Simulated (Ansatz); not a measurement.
This was printed by a script on the Python package of Ansatz (0.2.0), for a geometry optimisation of C2H5BrN2, SMILES NC=C(N)Br. What did the script look like? Level of theory: r2SCAN, def2-SVP basis, multiplicity 1, D4 dispersion.

```xyz
10

N    -1.8041   -0.2684   -0.2017
C    -0.6061   -0.1642    0.3591
C     0.4935    0.3904   -0.1331
N     1.8066    0.3902    0.5342
Br    0.5734    1.2015   -1.8251
H    -1.8429    0.0197   -1.2086
H    -2.3271   -1.0833   -0.0100
H    -0.5520   -0.6133    1.3351
H     1.8302   -0.3648    1.2443
H     2.5114    0.4410   -0.0913
```

Output of `python opt_c2h5brn2.py`:
```text
step   1  E = -75165.178974 eV  max force 5.3256 eV/A
step   2  E = -75165.604722 eV  max force 2.1070 eV/A
step   3  E = -75165.687950 eV  max force 0.6388 eV/A
step   4  E = -75165.722684 eV  max force 0.2877 eV/A
step   5  E = -75165.721316 eV  max force 0.8604 eV/A
step   6  E = -75165.741442 eV  max force 0.1591 eV/A
step   7  E = -75165.750678 eV  max force 0.1514 eV/A
step   8  E = -75165.744856 eV  max force 0.4415 eV/A
step   9  E = -75165.756302 eV  max force 0.0569 eV/A
step  10  E = -75165.757395 eV  max force 0.0338 eV/A
step  11  E = -75165.757592 eV  max force 0.0924 eV/A
step  12  E = -75165.757542 eV  max force 0.1000 eV/A
step  13  E = -75165.757776 eV  max force 0.0067 eV/A
reference energy    -75165.703906 eV
total energy        -75165.757785 eV
occupied (up, down): [33, 33]  virtual: [80, 80]  frozen: 0
bond        before    after (A)
N0-C1        1.3269   1.3873
N0-H5        1.0480   1.0184
N0-H6        0.9871   1.0159
C1-C2        1.3263   1.3507
C1-H7        1.0757   1.0975
C2-N3        1.4729   1.3870
C2-Br4       1.8781   1.9386
N3-H8        1.0367   1.0154
N3-H9        0.9437   1.0193
angle C1-N0-H5: 113.19 deg
angle C1-N0-H6: 114.06 deg
angle H5-N0-H6: 111.43 deg
angle N0-C1-C2: 127.60 deg
angle N0-C1-H7: 115.31 deg
angle C2-C1-H7: 116.82 deg
angle C1-C2-N3: 127.35 deg
angle C1-C2-Br4: 118.25 deg
```

One script that gives this output:

`opt_c2h5brn2.py`:
```python
# -*- coding: utf-8 -*-
"""Minimum-energy structure of C2H5BrN2."""

import ansatz as az
from ase import Atoms
import numpy as np

atoms = Atoms(["N", "C", "C", "N", "Br", "H", "H", "H", "H", "H"], positions=[
    [-1.8041, -0.2684, -0.2017],
    [-0.6061, -0.1642, 0.3591],
    [0.4935, 0.3904, -0.1331],
    [1.8066, 0.3902, 0.5342],
    [0.5734, 1.2015, -1.8251],
    [-1.8429, 0.0197, -1.2086],
    [-2.3271, -1.0833, -0.01],
    [-0.552, -0.6133, 1.3351],
    [1.8302, -0.3648, 1.2443],
    [2.5114, 0.441, -0.0913],
])
c2h5brn2 = az.Crystal.molecule_from_ase(atoms)

base = c2h5brn2.calculation().basis(gaussian="def2-SVP").functional("r2scan", dispersion="d4")
symbols = [site.symbol for site in c2h5brn2.cartesian_sites]
start = np.array([site.position_ang for site in c2h5brn2.cartesian_sites], dtype=float)
def progress(event):
    if event["event"] == "relax_step":
        row = event["data"]
        print(f"step {row['step']:3d}  E = {row['lagrangian_ev']:.6f} eV  max force {row['allowed_force_max_ev_ang']:.4f} eV/A")


data = base.relax(force_tolerance=0.02).session().plan().execute(on_event=progress).report
end = np.array(data["positions_ang"])

print("reference energy %16.6f eV" % data["reference_energy_ev"])
print("total energy     %16.6f eV" % data["free_energy_ev"])
print("occupied (up, down):", data["n_occupied"], " virtual:", data["n_virtual"], " frozen:", data["n_frozen"])

print("bond        before    after (A)")
for i, j in [(0, 1), (0, 5), (0, 6), (1, 2), (1, 7), (2, 3), (2, 4), (3, 8), (3, 9)]:
    d0, d1 = (np.linalg.norm(xyz[i] - xyz[j]) for xyz in (start, end))
    print(f"{symbols[i]}{i}-{symbols[j]}{j}".ljust(10), f"{d0:8.4f} {d1:8.4f}")
for i, j, k in [(1, 0, 5), (1, 0, 6), (5, 0, 6), (0, 1, 2), (0, 1, 7), (2, 1, 7), (1, 2, 3), (1, 2, 4)]:
    u, v = end[i] - end[j], end[k] - end[j]
    print(f"angle {symbols[i]}{i}-{symbols[j]}{j}-{symbols[k]}{k}: {np.degrees(np.arccos(np.clip(u @ v / np.linalg.norm(u) / np.linalg.norm(v), -1, 1))):.2f} deg")
with open("c2h5brn2_opt.xyz", "w") as handle:
    handle.write(f"{len(symbols)}\nrelaxed C2H5BrN2\n")
    handle.writelines(f"{s:2s} {x:11.6f} {y:11.6f} {z:11.6f}\n" for s, (x, y, z) in zip(symbols, end))
```

Caveats:
- The settings weren't tested for convergence.
- The end point is the stationary point reached from this start; no frequency run checks that it is a minimum, and the basis set is modest.
- Total less reference energy is the dispersion correction.
- Hardware and time: 110 s on 1 thread of AMD EPYC 7R43 64-Core Processor (Zen 3), on a shared host, peak memory 0.24 GiB.

(A comment or docstring line of the script was reworded after the run, the code is as it ran; lines on the test bed's own set-up are left out of the output.)
